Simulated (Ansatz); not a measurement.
# CrIrO4: the cost of one run

Program: Ansatz 0.2.0. Level of theory: DFT PBEsol+U (U_eff = 7 eV on Cr d, Ir d), plane waves, PAW, no spin–orbit coupling unless a run says so. These are calculated values, not measurements.

## 1. The structure to begin with

It takes space group Cmmm (No. 65, orthorhombic). Conventional cell: a = 6.303 Å, b = 6.336 Å, c = 3.065 Å, α = 90.00°, β = 90.00°, γ = 90.00°. Around Cr (site symmetry mmm) lie 6 O at 1.91 to 1.95 Å. Ir (site symmetry mmm) has 6 O at 1.95 to 1.98 Å as nearest neighbours. Around O (site symmetry 2mm) lie 2 Cr at 1.95 Å and 1 Ir at 1.95 Å. Around O (site symmetry m2m) lie 1 Cr at 1.91 Å and 2 Ir at 1.98 Å.

As a file:

```cif
data_structure
_symmetry_space_group_name_H-M 'Cmmm'
_symmetry_Int_Tables_number 65
_cell_length_a 6.3026
_cell_length_b 6.3360
_cell_length_c 3.0651
_cell_angle_alpha 90.000
_cell_angle_beta 90.000
_cell_angle_gamma 90.000
_cell_volume 122.40
loop_
_atom_site_label
_atom_site_type_symbol
_atom_site_symmetry_multiplicity
_atom_site_Wyckoff_symbol
_atom_site_fract_x
_atom_site_fract_y
_atom_site_fract_z
_atom_site_occupancy
Cr1 Cr 2 d 0.00000 0.00000 0.50000 1
Ir1 Ir 2 b 0.50000 0.00000 0.00000 1
O1 O 4 g 0.80925 0.00000 0.00000 1
O2 O 4 j 0.50000 0.80174 0.50000 1
```

Magnetic order typed: opposed in the cell.

## 2. From atoms, symmetry kept, no search

Input file input.yaml:

```yaml
crystal:
  lattice:
    - [3.15127595, -3.16799636, 0.0]
    - [3.15127595, 3.16799636, 0.0]
    - [0.0, 0.0, 3.0650749]
  atoms:
    - { symbol: Cr, position: [0.0, 0.0, 0.5], spin: 3.0 }
    - { symbol: Ir, position: [0.5, 0.5, 0.0], spin: -4.0 }
    - { symbol: O, position: [0.80924638, 0.80924638, 0.0] }
    - { symbol: O, position: [0.69826365, 0.30173635, 0.5] }
    - { symbol: O, position: [0.19075362, 0.19075362, 0.0] }
    - { symbol: O, position: [0.30173635, 0.69826365, 0.5] }
basis:
  ecutwfc: 420
  ecutrho_ratio: 4
kpoints:
  mp_grid: { grid: [4, 4, 6] }
hamiltonian:
  xc: pbesol
  hubbard:
    sites: [{ site: 0, l: d, u_eff: 7.0 }, { site: 1, l: d, u_eff: 7.0 }]
scf:
  occupations: { method: gaussian, width: 0.05 }
  lower_state_search: "off"
  max_iter: 150
output:
  forces: true
  stress: true
  eigenvalues: true
  populations: true
  hubbard: { sites: [{ site: 0, l: d }, { site: 1, l: d }] }
magnetization:
  spin_polarized: true
```

Run with:

```
ansatz run input.yaml --threads 4 --pin off --max-ram 6144MiB --backend cpu --events-out ev --progress --plain --runs-dir out
```

What time and memory should one allow on 4 threads of Arm Neoverse V1, shared host?

About 5.4 s, with a peak of 0.5 GiB.
